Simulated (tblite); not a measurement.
# C9H13F: the cost of one run

Programs: tblite 0.8.0 and PySCF 2.14.0, with density-fitted response routines of our own. Each step states its level of theory. These are calculated values for one molecule in the gas phase, unless marked as measured. Atoms count from 0, in the outputs and in this text.

## (1) Starting geometry

23 atoms, charge 0, multiplicity 1; geometry from: force field or distance geometry start.

Bonds of the start (Å): C0–C1 1.20, C1–C2 1.47, C2–C3 1.53, C3–C4 1.53, C3–C5 1.36, C5–C6 1.51, C5–C7 1.51, C7–C8 1.51, C8–F9 1.37, C0–H10 1.06, C2–H11 1.10, C2–H12 1.10, C4–H13 1.10, C4–H14 1.10, C4–H15 1.10, C6–H16 1.09, C6–H17 1.10, C6–H18 1.09, C7–H19 1.10, C7–H20 1.10, C8–H21 1.09, C8–H22 1.11.

## (2) Geometry optimisation with GFN2-xTB

Job settings and geometry (Å):

```
{"job": {"kind": "relax", "xc": "GFN2-xTB", "basis": "xTB"}, "charge": 0, "multiplicity": 1}
C      3.531700     0.762600    -0.559900
C      2.747100    -0.076800    -0.206400
C      1.821100    -1.125700     0.248900
C      0.457600    -0.503400     0.560900
C      0.374400    -0.012800     2.002800
C     -0.576500    -0.444100    -0.316100
C     -0.472300    -0.889800    -1.757700
C     -1.945300     0.086500     0.049000
C     -2.109700     1.564300    -0.240600
F     -3.383600     1.938900     0.103700
H      4.202200     1.516500    -0.882200
H      1.724300    -1.909900    -0.511700
H      2.202400    -1.629200     1.143800
H      1.240900     0.624900     2.223300
H     -0.515700     0.599400     2.201600
H      0.375600    -0.856500     2.702000
H     -0.880500    -0.121900    -2.416600
H     -1.048600    -1.819200    -1.898800
H      0.549900    -1.070700    -2.083500
H     -2.709600    -0.475000    -0.506700
H     -2.202300    -0.112200     1.097500
H     -1.976000     1.799600    -1.300800
H     -1.411900     2.181400     0.357600
```

On the command line:

```bash
$ OMP_NUM_THREADS=1 python probes_run.py task.json out
```

One launch serves the whole session: the jobs run in the order shown.

Q: Estimate the wall time of this first job on 1 thread of Arm Neoverse N1, shared host.

About 1.7 s.
